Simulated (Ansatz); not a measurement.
# CH4BNO: up Jacob's ladder to CCSD(T)

How much do the methods differ for CH4BNO? The plan is to run it at one geometry with functionals of several rungs and with coupled cluster. The yardstick is the atomisation energy at the CCSD(T) limit.

The runs use Ansatz 0.2.0, Gaussian basis; functionals in def2-TZVPP, the program's frozen cores in correlated methods.

Levels to be run: LDA (SPW92), PBE-D4, revPBE-D4, BLYP-D4, r2SCAN-D4, B97M-V, PBE0-D4, B3LYP-D4, r2SCANh-D4, r2SCAN0-D4, HSE06-D4, BHLYP-D4, CAM-B3LYP-D4, LC-ωPBE, ωB97X-V, ωB97M-V, B2PLYP, PBE-QIDH; CCSD(T)/def2-SVP; CCSD(T)/def2-TZVPP; MP2/def2-QZVPP; extrapolation to the limit; RPA on PBE.

### Step 1. The relaxed structure

All runs share one geometry, relaxed beforehand with PBE0-D4 in a triple-zeta def2 set.

SMILES `BC(N)=O`, 8 atoms, charge 0, spin multiplicity 1.

Atoms are counted from 1 here; the program's logs count them from 0.

Bond lengths: B1–C2 1.522 Å, B1–H5 1.195 Å, B1–H6 1.195 Å, C2–N3 1.312 Å, C2–O4 1.260 Å, N3–H7 1.004 Å, N3–H8 1.010 Å. Angles: C2–B1–H5 118.4°, C2–B1–H6 118.4°, H5–B1–H6 122.2°, B1–C2–N3 160.2°, B1–C2–O4 73.7°, N3–C2–O4 126.1°, C2–N3–H7 120.2°, C2–N3–H8 120.5°, H7–N3–H8 119.2°.

### Step 2. LDA

This LDA is Slater exchange with PW92 correlation.

Contents of in.yaml:

```yaml
crystal:
  periodic: [false, false, false]
  atoms:
    - {symbol: B, position_ang: [-0.967607, 0.880912, -0.281339]}
    - {symbol: C, position_ang: [0.184905, -0.084554, -0.044169]}
    - {symbol: N, position_ang: [0.899960, -1.045262, 0.491366]}
    - {symbol: O, position_ang: [0.513742, 0.623735, -1.032453]}
    - {symbol: H, position_ang: [-1.895137, 0.509556, -0.937659]}
    - {symbol: H, position_ang: [-1.000717, 1.894425, 0.351652]}
    - {symbol: H, position_ang: [0.550114, -1.555455, 1.281671]}
    - {symbol: H, position_ang: [1.806742, -1.280455, 0.115031]}
basis:
  gaussian: {orbitals: def2-TZVPP}
hamiltonian: {xc: lda}
output: {orbitals: {seedname: orbitals}}
```

Run with:

```
$ ansatz run in.yaml --threads 2 --pin off --events-out ev --progress --plain --max-ram 4352MiB
```

Further steps of the session: PBE-D4 (GGA); revPBE-D4 (GGA); BLYP-D4 (GGA); r2SCAN-D4 (meta-GGA); B97M-V (meta-GGA); B3LYP-D4 (hybrid); r2SCANh-D4 (hybrid); r2SCAN0-D4 (hybrid); HSE06-D4 (hybrid); BHLYP-D4 (hybrid); CAM-B3LYP-D4 (range-separated); LC-ωPBE (range-separated); ωB97X-V (range-separated); ωB97M-V (range-separated); B2PLYP (double hybrid); PBE-QIDH (double hybrid); CCSD(T) in def2-SVP; CCSD(T) in def2-TZVPP; MP2 in def2-QZVPP; RPA on PBE orbitals.

**Question.** What will the summary of the whole plan be? Wanted: atomisation energy, CCSD(T)/CBS; farthest beyond LDA; mean size of error, GGA; mean size of error, meta-GGA; mean size of error, hybrid; mean size of error, range-separated; mean size of error, double hybrid; gap, smallest and largest; T1 diagnostic.

As calculated:

| quantity | value |
| --- | --- |
| atomisation energy, CCSD(T)/CBS | 737.7 kcal/mol |
| functionals within 3.7 kcal/mol (0.5 %) | r2SCANh-D4, B2PLYP, PBE-QIDH |
| farthest beyond LDA | PBE-D4 (+34.2 kcal/mol) |
| mean size of error, GGA | 20.0 kcal/mol |
| mean size of error, meta-GGA | 8.4 kcal/mol |
| mean size of error, hybrid | 11.0 kcal/mol |
| mean size of error, range-separated | 9.8 kcal/mol |
| mean size of error, double hybrid | 0.5 kcal/mol |
| gap, smallest and largest | 5.46 eV (LDA (SPW92)), 13.49 eV (LC-ωPBE) |
| T1 diagnostic | 0.0165 |
| triples share of the correlation energy | 4.2 % |

**Reading.** LDA overbinds by 134.1 kcal/mol (18 %). PBE-D4 is off by +34.2 kcal/mol. Double hybrids carry the basis error of their MP2 part in triple zeta, and no dispersion term here, so their miss is partly the set-up's. By mean error the best rung here is double hybrid (0.5 kcal/mol) and the worst beyond LDA is GGA (20.0 kcal/mol). The reference freezes the cores and leaves out relativity and excitations past (T), so misses under about 3.7 kcal/mol can't be ranked. Hartree-Fock recovers 69 % of the binding; the rest is correlation. CCSD(T) in def2-SVP is off by -37.9 kcal/mol, which most functionals beat. Orbital gaps span 5.5 to 13.5 eV; exact exchange widens them.
